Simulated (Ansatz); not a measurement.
# C2H7NSi2: a ladder of functionals and wavefunction methods

An exercise on one series of results from a longer session: the logs are not shown, and one member is left open.

Computed with Ansatz 0.2.0, Gaussian basis. Level: functionals in def2-TZVPP, the program's frozen cores in correlated methods.

The runs, in order: PBE-D4, r2SCAN-D4, PBE0-D4, B3LYP-D4, ωB97X-V, ωB97M-V, B2PLYP; CCSD(T)/def2-TZVPP; MP2/def2-QZVPP; extrapolation to the limit.

### Structure used throughout

The geometry comes from an earlier relaxation with PBE0-D4 in a triple-zeta def2 set; it is a stationary point, not always the lowest conformer.

SMILES `C[SiH2][SiH]1C=N1`, 12 atoms, charge 0, spin multiplicity 1.

Atoms are counted from 1 here; the program's logs count them from 0.

Bond lengths: C1–Si2 1.875 Å, C1–H6 1.092 Å, C1–H7 1.092 Å, C1–H8 1.092 Å, Si2–Si3 2.325 Å, Si2–H9 1.490 Å, Si2–H10 1.488 Å, Si3–C4 1.795 Å, Si3–N5 1.823 Å, Si3–H11 1.485 Å, C4–N5 1.266 Å, C4–H12 1.091 Å. Angles: Si2–C1–H6 110.5°, Si2–C1–H7 110.9°, Si2–C1–H8 110.6°, H6–C1–H7 108.2°, H6–C1–H8 108.4°, H7–C1–H8 108.2°, C1–Si2–Si3 112.1°, C1–Si2–H9 110.2°, C1–Si2–H10 111.0°, Si3–Si2–H9 108.4°, Si3–Si2–H10 106.6°, H9–Si2–H10 108.3°, Si2–Si3–C4 122.2°, Si2–Si3–N5 117.2°, Si2–Si3–H11 119.0°, C4–Si3–N5 41.0°, C4–Si3–H11 117.8°, N5–Si3–H11 114.3° and more.

As a file:

```
atom    x (Å)    y (Å)    z (Å)
  C1  -1.5628  -0.3248   1.4364
 Si2   0.2497  -0.0465   1.0475
 Si3   0.7250  -0.3934  -1.2019
  C4   1.5241   0.8556  -2.2137
  N5   0.2697   0.9341  -2.3649
  H6  -1.7593  -0.1427   2.4956
  H7  -1.8573  -1.3511   1.2069
  H8  -2.1892   0.3493   0.8489
  H9   1.0975  -0.9676   1.8561
 H10   0.6532   1.3527   1.3555
 H11   0.6045  -1.7634  -1.7612
 H12   2.3221   1.4426  -2.6711
```

Set-up of the first run:

in.yaml

```yaml
crystal:
  periodic: [false, false, false]
  atoms:
    - {symbol: C, position_ang: [-1.562843, -0.324784, 1.436445]}
    - {symbol: Si, position_ang: [0.249696, -0.046541, 1.047530]}
    - {symbol: Si, position_ang: [0.724969, -0.393444, -1.201883]}
    - {symbol: C, position_ang: [1.524076, 0.855630, -2.213735]}
    - {symbol: N, position_ang: [0.269656, 0.934143, -2.364907]}
    - {symbol: H, position_ang: [-1.759333, -0.142689, 2.495585]}
    - {symbol: H, position_ang: [-1.857277, -1.351077, 1.206907]}
    - {symbol: H, position_ang: [-2.189195, 0.349342, 0.848870]}
    - {symbol: H, position_ang: [1.097505, -0.967576, 1.856126]}
    - {symbol: H, position_ang: [0.653156, 1.352661, 1.355484]}
    - {symbol: H, position_ang: [0.604482, -1.763437, -1.761152]}
    - {symbol: H, position_ang: [2.322109, 1.442573, -2.671068]}
basis:
  gaussian: {orbitals: def2-TZVPP}
hamiltonian: {xc: pbe, dispersion: d4}
output: {forces: true, orbitals: {seedname: orbitals}}
```

Launch:

```console
$ ansatz run in.yaml --threads 4 --pin off --events-out ev --progress --plain --max-ram 10444MiB
```

Steps of the session up to this table: PBE-D4 (GGA); r2SCAN-D4 (meta-GGA); PBE0-D4 (hybrid); B3LYP-D4 (hybrid); ωB97X-V (range-separated); ωB97M-V (range-separated); B2PLYP (double hybrid); CCSD(T) in def2-TZVPP; MP2 in def2-QZVPP.

One table of the session follows, with a row left open; its other results are not shown here.

It belongs to the step «Atomisation energies». 

| method | atomisation energy (eV) |
| --- | --- |
| PBE-D4 | 44.941 |
| r2SCAN-D4 | 44.191 |
| PBE0-D4 | 44.166 |
| B3LYP-D4 | 44.152 |
| ωB97X-V | 44.385 |
| ωB97M-V | 44.237 |
| B2PLYP | 43.587 |
| HF/def2-TZVPP | 31.468 |
| MP2/def2-TZVPP | 43.238 |
| CCSD/def2-TZVPP | 42.062 |
| CCSD(T)/def2-TZVPP | 42.807 |
| MP2/CBS | ? |
| CCSD(T)/CBS | 44.060 |

Estimate the missing values for MP2/CBS.

**Answer.** atomisation energy (eV): 44.491. In the column «atomisation energy (eV)» it lies between ωB97X-V (44.385) and PBE-D4 (44.941).

To keep in mind: Free atoms (2 C, 2 Si, 1 N, 7 H) were run apart at each level; the atomisation energy is their sum less the molecule, without zero-point or spin-orbit terms.
